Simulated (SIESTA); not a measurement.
Ta3Au:

```xyz
8
Lattice="5.2200 0.0000 0.0000 0.0000 5.2200 0.0000 0.0000 0.0000 5.2200" Properties=species:S:1:pos:R:3 pbc="T T T"
Au    2.6100    2.6100    2.6100
Au    0.0000    0.0000    0.0000
Ta    0.0000    2.6100    1.3050
Ta    0.0000    2.6100    3.9150
Ta    2.6100    1.3050    0.0000
Ta    3.9150    0.0000    2.6100
Ta    2.6100    3.9150    0.0000
Ta    1.3050    0.0000    2.6100
```

| Item | Value |
| --- | --- |
| Program | SIESTA 5.4.2 |
| Task | single point |
| Functional | PBEsol |
| Potentials or basis | PseudoDojo 0.4 standard (PBEsol files) |
| Basis | DZP (energy shift 0.003 Ry; two zetas on semicore shells) |
| Grid cutoff | 800 Ry |
| Energy shift | 0.003 Ry |
| k mesh | 5 × 5 × 5 |
| Occupations | fermi-dirac, width 0.05 eV |
| Spin | no spin polarisation |

On this cell: pressure -3.7 GPa; largest force zero by symmetry; band gap on the k mesh none (metal or under the smearing width).

The same run follows on a disturbed copy (atoms moved at random, drawn with an rms of 0.05 Å):

```xyz
8
Lattice="5.2200 0.0000 0.0000 0.0000 5.2200 0.0000 0.0000 0.0000 5.2200" Properties=species:S:1:pos:R:3 pbc="T T T"
Au    2.6354    2.5788    2.6206
Au   -0.0287   -0.0123   -0.0262
Ta   -0.0570    2.5706    1.3181
Ta    0.0376    2.5552    3.9363
Ta    2.6124    1.2689   -0.0218
Ta    3.8949   -0.0022    2.5731
Ta    2.5919    3.9302   -0.0199
Ta    1.3600    0.0008    2.6570
```

Task: What changes?

Result: The energy (extrapolated to zero smearing) moves by +15.0 meV/atom; pressure -3.3 GPa; largest force 1.399 eV/Å; band gap on the k mesh none (metal or under the smearing width).

Forces on the atoms (eV/Å):
```
Au  -0.290  0.309 -0.188
Au   0.219 -0.315  0.307
Ta   0.485  0.231 -0.003
Ta  -0.120  0.334 -0.222
Ta  -0.102  0.723  0.253
Ta   1.138 -0.252  0.123
Ta  -0.017 -0.829  0.172
Ta  -1.311 -0.202 -0.445
```

Stress tensor (GPa, compression positive):
```
-2.77 -0.10 -1.44
-0.10 -2.72 -0.17
-1.44 -0.17 -4.39
```

Caveats: short orbitals over semicore shells can move pressures by several GPa; the basis of atomic orbitals isn't converged, which shifts pressures, moduli and gaps.
